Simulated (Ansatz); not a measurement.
# Ta: pressure up to the limit of the methods

One table from this session's results is given with a row withheld; the runs are named, their logs left out.

Method: DFT PBE, with the methods named in each step, in Ansatz 0.2.0.

## Starting point

Symmetry: Im-3m, No. 229, cubic system. Conventional cell: a = 3.321 Å, b = 3.321 Å, c = 3.321 Å, α = 90.00°, β = 90.00°, γ = 90.00°. Ta (site symmetry m-3m) is surrounded by 8 Ta at 2.88 Å.

Structure file:

```xyz
1
Lattice="-1.6607 1.6607 1.6607 1.6607 -1.6607 1.6607 1.6607 1.6607 -1.6607" Properties=species:S:1:pos:R:3 pbc="T T T"
Ta    0.0000    0.0000    0.0000
```

Whether this phase is the stable one at these pressures isn't tested.

The first run:

Contents of input.yaml:

```yaml
crystal:
  lattice:
    - [-1.6607199181, 1.6607199181, 1.6607199181]
    - [1.6607199181, -1.6607199181, 1.6607199181]
    - [1.6607199181, 1.6607199181, -1.6607199181]
  atoms:
    - { symbol: Ta, position: [0.0, 0.0, 0.0] }
kpoints:
  mp_grid: { grid: [16, 16, 16] }
scf:
  occupations: { method: fermi_dirac, width: 0.05 }
hamiltonian:
  xc: pbe
  pseudopotentials: { kind: paw }
output:
  forces: true
  stress: true
  write_density: true
  write_potential: true
  elf: true
  volumetric_format: npy
relax:
  f_tol: 0.005
  max_steps: 40
  cell: {}
```

On the command line:

```bash
> ansatz run input.yaml --threads 1 --pin off --max-ram 2048MiB --backend cpu --events-out ev --progress --plain --runs-dir out
```

Steps of the session up to this table: Cell relaxed at zero pressure, PAW; Volume scaled by 1, PAW; Volume scaled by 0.92, PAW; Volume scaled by 0.92, PAW (partial_waves polarizable); Volume scaled by 0.84, PAW; Volume scaled by 0.76, PAW; Volume scaled by 0.68, PAW; Volume scaled by 0.6, PAW; Volume scaled by 0.52, PAW; Volume scaled by 0.52, PAW (level accurate); Volume scaled by 0.45, PAW; Volume scaled by 0.45, PAW (source ansatz).

One table of the session follows, with a row left open; its other results are not shown here.

| method | volume over the first | volume (Å³/atom) | pressure (GPa) |
| --- | --- | --- | --- |
| PAW | 1 | 18.311 | 0.00 |
| PAW | 0.92 | 16.846 | 18.63 |
| PAW | 0.84 | ? | ? |
| PAW | 0.76 | 13.916 | 87.93 |
| PAW | 0.68 | 12.451 | 152.82 |
| PAW | 0.6 | 10.986 | 253.66 |
| PAW | 0.52 | 9.522 | 435.04 |
| PAW | 0.45 | 8.240 | 717.53 |
| PAW (level accurate) | 0.52 | 9.522 | 428.07 |
| PAW (partial_waves polarizable) | 0.92 | 16.846 | 18.63 |
| PAW (source ansatz) | 0.45 | 8.240 | 705.06 |

**Question.** Estimate the row for PAW, 0.84.

As computed: volume (Å³/atom): 15.381; pressure (GPa): 45.94. In the column «volume (Å³/atom)» it lies between PAW, 0.76 (13.916) and PAW, 0.92 (16.846).
